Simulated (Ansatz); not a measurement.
# C2H2CuF: geometry at several levels

The task, for C2H2CuF: geometry at several levels.

Method: the levels named in each step, in Ansatz 0.2.0.

## 1. The starting structure

Bond lengths: C1–C2 1.230 Å, C1–Cu4 1.943 Å, C2–Cu4 2.009 Å, F3–Cu4 1.701 Å, C1–H5 1.062 Å, C2–H6 1.057 Å. Angles: C1–C2–Cu4 69.0°, C1–C2–H6 166.2°, Cu4–C2–H6 124.8°, C2–C1–Cu4 74.8°, C2–C1–H5 160.0°, Cu4–C1–H5 125.2°, C1–Cu4–C2 36.2°, C1–Cu4–F3 175.6°, C2–Cu4–F3 148.2°.

As a file:

```xyz
6

C    -0.1486    1.7660   -0.3739
C     0.9000    1.3416   -0.8558
F    -0.1784   -1.7546    0.5558
Cu   -0.1030   -0.1208    0.0894
H    -0.9242    2.4416   -0.1114
H     1.8281    1.2172   -1.3468
```

## 2. A rough first relaxation, PBE-D4/def2-SVP

Contents of input.yaml:

```yaml
crystal:
  periodic: [false, false, false]
  atoms:
    - { symbol: C, position_ang: [-0.14862, 1.76598, -0.37394] }
    - { symbol: C, position_ang: [0.89998, 1.34164, -0.85577] }
    - { symbol: F, position_ang: [-0.17838, -1.75463, 0.55585] }
    - { symbol: Cu, position_ang: [-0.10302, -0.12081, 0.08937] }
    - { symbol: H, position_ang: [-0.92422, 2.44158, -0.11143] }
    - { symbol: H, position_ang: [1.82812, 1.21717, -1.34682] }
basis:
  gaussian: { orbitals: def2-SVP }
hamiltonian:
  xc: pbe
  dispersion: d4
relax:
  f_tol: 0.03
  max_steps: 200
```

Command:

```bash
$ ansatz run input.yaml --threads 2 --pin off --max-ram 5120MiB --backend cpu --events-out ev --progress --plain --runs-dir out
```

Further steps of the session: Relaxation, HF/STO-3G; Relaxation, HF/def2-SVP; Relaxation, LDA/def2-SVP; Relaxation, PBE-D4/def2-SVP.

What does the calculation give? Wanted: C1–C2 at PBE-D4/def2-SVP; C1–Cu4 at PBE-D4/def2-SVP; C2–Cu4 at PBE-D4/def2-SVP.

**Answer**, as computed:

```
                 quantity    value
 C1–C2 at PBE-D4/def2-SVP  1.258 Å
C1–Cu4 at PBE-D4/def2-SVP  1.963 Å
C2–Cu4 at PBE-D4/def2-SVP  1.963 Å
```

The C–C distance spreads over 0.157 Å, from HF/def2-SVP (shortest) to HF/STO-3G.
